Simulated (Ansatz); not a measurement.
Crystal: CsLiCr2Te2S3.

```
Cs Li Cr Te S
1.0
     3.42162   -5.18069    0.00784
     3.42162    5.18069    0.00784
    -2.90411    0.00000    7.43093
Cs Li Cr Te S
1 1 2 2 3
Direct
  0.09374 0.09374 0.00853
  0.58875 0.58875 0.55336
  0.05646 0.46755 0.55790
  0.46755 0.05646 0.55790
  0.56486 0.87357 0.29035
  0.87357 0.56486 0.29035
  0.81151 0.39697 0.73347
  0.39697 0.81151 0.73347
  0.21404 0.21404 0.48371
```

The cell was built by a generator and needn't be a form met in nature.

| Quantity | Value |
| --- | --- |
| Program | Ansatz 0.2.0 |
| Task | relaxation of cell and atoms |
| Functional | PBEsol |
| Potentials or basis | Ansatz PAW |
| Cutoff | 420 eV (not typed: the program's choice for these potentials) |
| k mesh | 4 × 4 × 3 |
| Occupations | fermi-dirac, width 0.05 eV |
| Spin | collinear spin, ferromagnetic start |
| Starting moments | [0.0, 0.0, 3.0, 3.0, 0.0, 0.0, 0.0, 0.0, 0.0] μB |

At the start: volume 29.30 Å³/atom.

**Question.** Where does the relaxation end?

**Answer.** It ends after 33 steps and the volume is 25.62 Å³/atom (-12.5 %); space group Cm (No. 8, to 0.05 Å); moment 5.04 μB per cell.

The path:
| step | energy change (eV) | largest force (eV/Å) | volume (Å³) |
| --- | --- | --- | --- |
| 1 | 0.0000 | 0.2911 | 263.68 |
| 2 | -0.0843 | 0.3448 | 249.37 |
| 3 | -0.1379 | 0.1199 | 244.25 |
| 4 | -0.1567 | 0.1524 | 241.08 |
| 5 | -0.2416 | 0.2748 | 226.91 |
| 6 | -0.2636 | 0.4204 | 215.10 |
| 7 | -0.2758 | 1.2176 | 243.51 |
| 8 | -0.4541 | 0.3655 | 234.27 |
| 9 | -0.4935 | 0.1400 | 231.35 |
| 10 | -0.5210 | 0.2203 | 231.31 |
| 11 | -0.5450 | 0.1455 | 233.90 |
| 12 | -0.5700 | 0.1101 | 239.03 |
| 13 | -0.5986 | 0.1913 | 246.56 |
| 14 | -0.6128 | 0.2543 | 248.38 |
| 15 | -0.6447 | 0.1290 | 253.93 |
| 16 | -0.6649 | 0.1925 | 256.33 |
| 17 | -0.7220 | 0.2838 | 257.92 |
| 18 | -0.7636 | 0.1273 | 258.07 |
| 19 | -0.7848 | 0.0844 | 257.76 |
| 20 | -0.8106 | 0.1076 | 256.63 |
| 21 | -0.8472 | 0.0997 | 255.44 |
| 22 | -0.8939 | 0.0642 | 251.66 |
| 23 | -0.9254 | 0.1070 | 245.50 |
| 24 | -0.9476 | 0.1217 | 240.31 |
| 25 | -0.9779 | 0.1351 | 232.56 |
| 26 | -0.9840 | 0.0439 | 232.29 |
| 27 | -0.9853 | 0.0354 | 229.75 |
| 28 | -0.9857 | 0.0106 | 230.04 |
| 29 | -0.9867 | 0.0104 | 230.04 |
| 30 | -0.9868 | 0.0059 | 230.34 |
| 31 | -0.9869 | 0.0048 | 230.41 |
| 32 | -0.9869 | 0.0032 | 230.60 |
| 33 | -0.9870 | 0.0032 | 230.60 |

Final structure:
```yaml
crystal:
  lattice:
    - [2.93432, -5.15947, 0.39072]
    - [2.93432, 5.15947, 0.39072]
    - [-1.65890, 0.00000, 7.39505]
  atoms:
    - { symbol: Cs, position: [0.97766, 0.97766, 0.98610] }
    - { symbol: Li, position: [0.61464, 0.61464, 0.54089] }
    - { symbol: Cr, position: [0.02123, 0.40434, 0.55577] }
    - { symbol: Cr, position: [0.40434, 0.02123, 0.55577] }
    - { symbol: Te, position: [0.67003, 0.26498, 0.27630] }
    - { symbol: Te, position: [0.26498, 0.67003, 0.27630] }
    - { symbol: S, position: [0.71348, 0.35183, 0.73846] }
    - { symbol: S, position: [0.35183, 0.71348, 0.73846] }
    - { symbol: S, position: [0.04926, 0.04926, 0.54097] }
```

Caveat: the plane-wave basis is chosen anew once the cell has moved, so the energies of steps on either side of that aren't comparable; only a ferromagnetic start was run, and an antiferromagnetic order may lie lower in energy; the PAW data sets come from PBE, with cores solved anew for the run's functional, which leaves a small shift of forces and pressure.
